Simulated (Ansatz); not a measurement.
**C7H11FO2Ti: up Jacob's ladder to CCSD(T)**

An exercise on one series of results from a longer session: the logs are not shown, and one member is left open.

Method: functionals in def2-TZVPP, the program's frozen cores in correlated methods; program: Ansatz 0.2.0, Gaussian basis.

Levels to be run: LDA (SPW92), PBE-D4, revPBE-D4, BLYP-D4, r2SCAN-D4, B97M-V, PBE0-D4, B3LYP-D4, r2SCANh-D4, r2SCAN0-D4, HSE06-D4, BHLYP-D4, CAM-B3LYP-D4, LC-ωPBE, ωB97X-V, ωB97M-V, B2PLYP, PBE-QIDH; CCSD(T)/def2-SVP; CCSD(T)/def2-TZVPP; MP2/def2-QZVPP; extrapolation to the limit; RPA on PBE.

## The relaxed structure

All runs share one geometry, relaxed beforehand with PBE0-D4 in a triple-zeta def2 set.

SMILES `C[O][Ti]1234([OH])([F])[C@@H]5[C@H]1[C@H]2[C@@]3(C)[C@@H]54`, 22 atoms, charge 0, spin multiplicity 1.

Atoms are counted from 1 here; the program's logs count them from 0.

Bond lengths: C1–O2 1.401 Å, C1–H12 1.095 Å, C1–H13 1.097 Å, C1–H14 1.097 Å, O2–Ti3 1.813 Å, Ti3–O4 1.824 Å, Ti3–F5 1.789 Å, Ti3–C6 2.359 Å, Ti3–C7 2.358 Å, Ti3–C8 2.387 Å, Ti3–C9 2.421 Å, Ti3–C11 2.376 Å, O4–H15 0.961 Å, C6–C7 1.408 Å, C6–C11 1.411 Å, C6–H16 1.079 Å, C7–C8 1.413 Å, C7–H17 1.080 Å and more. Angles: O2–C1–H12 109.3°, O2–C1–H13 111.6°, O2–C1–H14 110.8°, H12–C1–H13 108.2°, H12–C1–H14 108.3°, H13–C1–H14 108.6°, C1–O2–Ti3 125.5°, O2–Ti3–O4 105.5°, O2–Ti3–F5 102.1°, O2–Ti3–C6 131.4°, O2–Ti3–C7 137.7°, O2–Ti3–C8 104.0°, O2–Ti3–C9 82.2°, O2–Ti3–C11 96.7°, O4–Ti3–F5 102.8°, O4–Ti3–C6 85.6°, O4–Ti3–C7 110.2°, O4–Ti3–C8 142.5° and more.

Set-up of the first run:

Contents of in.yaml:

```yaml
crystal:
  periodic: [false, false, false]
  atoms:
    - {symbol: C, position_ang: [1.370375, -0.930993, -2.417553]}
    - {symbol: O, position_ang: [0.972670, -0.487781, -1.149223]}
    - {symbol: Ti, position_ang: [-0.718523, -0.038391, -0.673778]}
    - {symbol: O, position_ang: [-1.752524, -1.464203, -1.146553]}
    - {symbol: F, position_ang: [-1.141295, 1.185975, -1.907546]}
    - {symbol: C, position_ang: [-1.835957, -0.145155, 1.400500]}
    - {symbol: C, position_ang: [-1.780235, 1.209868, 1.021333]}
    - {symbol: C, position_ang: [-0.423361, 1.604865, 1.031640]}
    - {symbol: C, position_ang: [0.367349, 0.503866, 1.421255]}
    - {symbol: C, position_ang: [1.847611, 0.478499, 1.562740]}
    - {symbol: C, position_ang: [-0.514488, -0.583251, 1.630067]}
    - {symbol: H, position_ang: [2.462422, -0.902155, -2.484898]}
    - {symbol: H, position_ang: [0.961200, -0.295925, -3.213238]}
    - {symbol: H, position_ang: [1.041852, -1.963152, -2.590374]}
    - {symbol: H, position_ang: [-1.955171, -1.635045, -2.069945]}
    - {symbol: H, position_ang: [-2.721276, -0.761204, 1.433803]}
    - {symbol: H, position_ang: [-2.616497, 1.824235, 0.721780]}
    - {symbol: H, position_ang: [-0.045600, 2.575322, 0.741690]}
    - {symbol: H, position_ang: [2.291591, 1.404103, 1.194685]}
    - {symbol: H, position_ang: [2.277313, -0.348847, 0.994830]}
    - {symbol: H, position_ang: [2.131227, 0.360134, 2.612011]}
    - {symbol: H, position_ang: [-0.218682, -1.590765, 1.886755]}
basis:
  gaussian: {orbitals: def2-TZVPP}
hamiltonian: {xc: lda}
output: {orbitals: {seedname: orbitals}}
```

On the command line:

```sh
$ ansatz run in.yaml --threads 4 --pin off --events-out ev --progress --plain --max-ram 66560MiB --backend cuda --devices 0, --max-vram 37GiB
```

Among the steps run: LDA; PBE-D4 (GGA); revPBE-D4 (GGA); BLYP-D4 (GGA); r2SCAN-D4 (meta-GGA); B97M-V (meta-GGA); PBE0-D4 (hybrid); B3LYP-D4 (hybrid); r2SCANh-D4 (hybrid); r2SCAN0-D4 (hybrid); HSE06-D4 (hybrid); BHLYP-D4 (hybrid); CAM-B3LYP-D4 (range-separated); LC-ωPBE (range-separated); ωB97X-V (range-separated); ωB97M-V (range-separated); B2PLYP (double hybrid); PBE-QIDH (double hybrid).

One table of the session follows, with a row left open; its other results are not shown here.

It belongs to the step «Frontier levels by functional». 

| functional | HOMO (eV) | LUMO (eV) | gap (eV) |
| --- | --- | --- | --- |
| LDA (SPW92) | -6.01 | -2.82 | 3.20 |
| PBE-D4 | -5.83 | -2.54 | 3.30 |
| revPBE-D4 | -5.76 | -2.43 | 3.33 |
| BLYP-D4 | -5.67 | -2.45 | 3.21 |
| r2SCAN-D4 | -6.02 | -2.41 | 3.61 |
| B97M-V | -6.08 | -2.42 | 3.66 |
| PBE0-D4 | -6.94 | -1.43 | 5.51 |
| B3LYP-D4 | -6.72 | -1.75 | 4.97 |
| r2SCANh-D4 | -6.44 | -1.99 | 4.45 |
| r2SCAN0-D4 | -7.07 | -1.36 | 5.72 |
| HSE06-D4 | -6.55 | -1.81 | 4.74 |
| BHLYP-D4 | -7.87 | -0.25 | 7.62 |
| CAM-B3LYP-D4 | -8.16 | -0.34 | 7.82 |
| LC-ωPBE | -9.42 | 0.83 | 10.25 |
| ωB97X-V | ? | ? | ? |
| ωB97M-V | -9.03 | 0.75 | 9.78 |

Q: Estimate the row for ωB97X-V from the others.

The run gave: HOMO (eV): -9.10; LUMO (eV): 0.79; gap (eV): 9.90. In the column «HOMO (eV)» it lies between LC-ωPBE (-9.42) and ωB97M-V (-9.03).
